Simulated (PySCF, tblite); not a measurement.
# C₈H₁₃FO: geometry, infrared bands and NMR shifts

What infrared bands and NMR shifts should C₈H₁₃FO (`CO[C@@]12CCCC[C@]1(F)C2`) show?

The runs use tblite 0.8.0 and PySCF 2.14.0, with density-fitted response routines of our own; the level of theory stands in each step. All values are computed, except where a source is named. Atoms are numbered from 0 throughout.

**1. Starting geometry**

23 atoms, charge 0, multiplicity 1; geometry from: force field or distance geometry start.

Bonds of the start (Å): C0–O1 1.43, O1–C2 1.46, C2–C3 1.50, C3–C4 1.54, C4–C5 1.53, C5–C6 1.52, C6–C7 1.49, C7–F8 1.40, C7–C9 1.50, C7–C2 1.51, C9–C2 1.51, C0–H10 1.09, C0–H11 1.09, C0–H12 1.11, C3–H13 1.09, C3–H14 1.09, C4–H15 1.10, C4–H16 1.10, C5–H17 1.09, C5–H18 1.10, C6–H19 1.09, C6–H20 1.10, C9–H21 1.09, C9–H22 1.07.

**2. Geometry optimisation with GFN2-xTB**

What the job is given:

```
{"job": {"kind": "relax", "xc": "GFN2-xTB", "basis": "xTB"}, "charge": 0, "multiplicity": 1}
C     -2.715100    -0.450200     0.309900
O     -2.072600     0.218800    -0.774200
C     -0.621100     0.276900    -0.617600
C     -0.136100     1.429500     0.219400
C      0.884100     0.962700     1.274900
C      1.982000     0.125400     0.623000
C      1.428200    -1.170100     0.047100
C      0.185300    -0.990300    -0.758600
F     -0.532100    -2.172700    -0.980700
C      0.118400    -0.019600    -1.896300
H     -2.475800    -1.512800     0.318100
H     -2.460600     0.004900     1.270500
H     -3.807900    -0.345700     0.176500
H     -0.967900     1.906900     0.740700
H      0.308700     2.199100    -0.412800
H      0.380900     0.377200     2.058100
H      1.323800     1.844500     1.761200
H      2.476500     0.701300    -0.164600
H      2.756000    -0.106300     1.375600
H      2.197700    -1.669600    -0.548900
H      1.188700    -1.845100     0.884300
H      1.006400     0.559200    -2.138100
H     -0.452200    -0.297300    -2.757400
```

Launch:

```bash
OMP_NUM_THREADS=1 python probes_run.py task.json out
```

The driver reads the jobs from task.json and runs them one after another.

**Question.** This job is followed by: GFN2-xTB harmonic vibrations, gas phase; GIAO PBE0/pcSseg-1 NMR shielding, non-relativistic, gas phase. Predict these results of the whole session: strongest single infrared mode (GFN2-xTB); zero-point energy (GFN2-xTB); ¹³C shifts against TMS (PBE0/pcSseg-1); ¹H shifts against TMS (PBE0/pcSseg-1, means over atoms taken as alike); ¹⁷O shifts against H2O (PBE0/pcSseg-1); ¹⁹F shifts against CFCl3 (PBE0/pcSseg-1); surface potential, 1st and 99th percentile.

**Answer**, as computed:

| quantity | value |
| --- | --- |
| strongest single infrared mode (GFN2-xTB) | 2988 cm⁻¹, 78 km/mol |
| zero-point energy (GFN2-xTB) | 122.7 kcal/mol |
| ¹³C shifts against TMS (PBE0/pcSseg-1) | 86.5, 64.5, 56.6, 36.2, 33.1, 28.4, 26.3, 25.7 ppm |
| ¹H shifts against TMS (PBE0/pcSseg-1, means over atoms taken as alike) | 3.57, 2.47, 2.36, 2.11, 1.74, 1.53, 1.51, 1.40, 1.21, 0.72, 0.34 ppm |
| ¹⁷O shifts against H2O (PBE0/pcSseg-1) | 46.9 ppm |
| ¹⁹F shifts against CFCl3 (PBE0/pcSseg-1) | -212.1 ppm |
| surface potential, 1st and 99th percentile | -1.50 V and 0.82 V |

**Reading.** Over 62 steps the energy fell by 0.157 eV; of the close pairs, O1–C2 changed most, 1.461 to 1.396 Å. No mode is imaginary among the 63: a minimum at this level. The strongest single mode, at 2988 cm⁻¹, is spread over several atoms, H15, H17, H16 among them. Unscaled tight-binding wavenumbers are off by several per cent, some by more. Its intensities can rank the bands wrongly. The most deshielded hydrogen is H10, H11, H12 (mean) (hydrogen on a methyl carbon bonded to O), at 3.57 ppm: its carbon carries O, which withdraws density. At PBE0/pcSseg-1: The largest span, 130 ppm, is at F8, where the paramagnetic term is -91 ppm.
